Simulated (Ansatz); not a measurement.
**HfGe (zincblende type): how the settings move a single-point run**

Question: which choices in the input matter for HfGe (zincblende type)?

Program: Ansatz 0.2.0. Level of theory: reference: DFT, LDA, all-electron LAPW, scalar-relativistic. These are calculated values, not measurements.

1 further run of the same task is left out (it didn't finish). Runs told in other sessions of the task aren't counted.

## Step 1: The system as given

The structure is cubic, space group F-43m (No. 216). The conventional cell has a = 5.290 Å, b = 5.290 Å, c = 5.290 Å, α = 90.00°, β = 90.00°, γ = 90.00°. Hf (site symmetry -43m) has 4 Ge at 2.29 Å in its first shell of neighbours. Around Ge (site symmetry -43m) lie 4 Hf at 2.29 Å.

Structure file:

```cif
data_structure
_symmetry_space_group_name_H-M 'P 1'
_symmetry_Int_Tables_number 1
_cell_length_a 3.7408
_cell_length_b 3.7408
_cell_length_c 3.7408
_cell_angle_alpha 60.000
_cell_angle_beta 60.000
_cell_angle_gamma 60.000
_cell_volume 37.01
loop_
_atom_site_label
_atom_site_type_symbol
_atom_site_fract_x
_atom_site_fract_y
_atom_site_fract_z
_atom_site_occupancy
Hf1 Hf 0.00000 0.00000 0.00000 1
Ge1 Ge 0.25000 0.25000 0.25000 1
```

## Step 2: Baseline

File input.yaml:

```yaml
crystal:
  lattice:
    - [0.0, 2.64514017, 2.64514017]
    - [2.64514017, 0.0, 2.64514017]
    - [2.64514017, 2.64514017, 0.0]
  atoms:
    - { symbol: Hf, position: [0.0, 0.0, 0.0] }
    - { symbol: Ge, position: [0.25, 0.25, 0.25] }
kpoints:
  mp_grid: { grid: [11, 11, 11] }
scf:
  occupations: { method: fermi_dirac, width: 0.05 }
hamiltonian:
  xc: lda
  pseudopotentials: { kind: all_electron, lapw: { basis_error: 0.001 } }
output:
  forces: true
  stress: true
  eigenvalues: true
  populations: true
```

Started as:

```
ansatz run input.yaml --threads 1 --pin off --max-ram 2048MiB --backend cpu --events-out ev --progress --plain --runs-dir out
```

## Step 3: Changed: mp_grid.grid [4, 4, 4], preconditioner local_kerker

Edit input.yaml of step 2 so:

```diff
@@ -9,5 +9,6 @@
 kpoints:
-  mp_grid: { grid: [11, 11, 11] }
+  mp_grid: { grid: [4, 4, 4] }
 scf:
   occupations: { method: fermi_dirac, width: 0.05 }
+  mixing: { preconditioner: local_kerker }
 hamiltonian:
```

**Question.** What will these runs give? Wanted: for each run, ending; energy change; pressure; gap; force.

**Answer**, as computed:

| run | ending | energy change | pressure (GPa) | gap (eV) | force (eV/Å) | cycles | time |
| --- | --- | --- | --- | --- | --- | --- | --- |
| reference | converged | 0 | 50.7 | 0.00 | 0.00 | 10 | 91 s |
| 1: mp_grid.grid [4, 4, 4], preconditioner local_kerker | converged | -53.3 meV/atom | 48.4 | 0.00 | 0.00 | 9 | 14 s |

Residual by cycle in the longest SCF loop of each run; runs are numbered as in the table. The quantity is the density residual dr2, in eV.

| cycle | reference | run 1 |
| --- | --- | --- |
| 1 | 1.06 | 0.92 |
| 2 | 0.533 | 0.274 |
| 3 | 0.199 | 0.05 |
| 4 | 0.0165 | 0.00216 |
| 5 | 0.00673 | 0.0019 |
| 6 | 6.1e-4 | 2.5e-4 |
| 7 | 1.2e-4 | 2.1e-5 |
| 8 | 4.9e-6 | 7.3e-7 |
| 9 | 5.9e-7 | 3.4e-8 |
| 10 | 5.8e-8 | - |

What this shows: Changing the k-point mesh and mixing moves the energy by -53.3 meV/atom, and the pressure goes from 50.7 to 48.4 GPa. Mixing only sets the path, so the shift comes from the other change. The energy is not variational in the mesh, so the sign tells nothing. The other settings changed steer the path, not the converged energy, so the shift is the mesh's. Cost: 9 SCF cycles against 10, 14 s against 91 s. The structure is not at rest: the sound run finds 51 GPa, so these are no properties of the relaxed crystal. 
